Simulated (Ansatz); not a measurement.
I need an active-space calculation of Br2GaH, SMILES [Br][GaH][Br]. Use Ansatz 0.2.0, Python API. Settings: Hartree-Fock, def2-SVP basis, multiplicity 1.

| atom | x (Å) | y (Å) | z (Å) |
| --- | --- | --- | --- |
| Br | -2.0058 | 0.1541 | -0.5944 |
| Ga | 0.1374 | 0.0987 | -0.1391 |
| Br | 1.0779 | -1.6505 | 0.9063 |
| H | 0.8460 | 1.3373 | -0.1931 |

`run_cas.py`:
```python
import ansatz as az
from ase import Atoms


def main() -> None:
    atoms = Atoms(["Br", "Ga", "Br", "H"], positions=[
        [-2.0058, 0.1541, -0.5944],
        [0.1374, 0.0987, -0.1391],
        [1.0779, -1.6505, 0.9063],
        [0.846, 1.3373, -0.1931],
    ])
    molecule = az.Crystal.molecule_from_ase(atoms)

    base = (
        molecule.calculation()
        .basis(gaussian="def2-SVP")
        .correlation(active_electrons=4, active_orbitals=4)
    )
    for method in [None]:
        r = (base if method is None else base.correlation(method)).run(threads=1).report
        space = r["configurations"]
        state = space["states"][0]
        print(method or "casscf", f"total {r['free_energy_ev'] / 27.211386246:.6f} Ha, active-space state {state['energy']['hartree']:.6f} Ha, mean field {r['reference_energy_ev'] / 27.211386246:.6f} Ha")
        print("  determinants", state["n_determinants"], " natural occupations", [round(n, 3) for n in space["natural_occupations"]])
    print("effectively unpaired electrons, sum of min(n, 2 - n):", round(sum(min(n, 2 - n) for n in space["natural_occupations"]), 3))


if __name__ == "__main__":
    main()
```

Output of `python run_cas.py`:
```text
casscf total -7067.920312 Ha, active-space state -7067.920312 Ha, mean field -7067.894272 Ha
  determinants 36  natural occupations [1.985, 1.98, 0.018, 0.016]
effectively unpaired electrons, sum of min(n, 2 - n): 0.069
```

Caveats:
- Total energies depend on the basis set; only differences at equal settings carry meaning.
- The geometry is a force-field or estimated start, not a minimum of this method, and the basis set is short of its limit. The active space starts as a window about the frontier orbitals and is then optimised, not chosen by chemistry.
- Timing: 43 s on 1 thread of Arm Neoverse V2 (shared host), peak memory 0.51 GiB.

(Lines on the test bed's own set-up are left out of the output.)
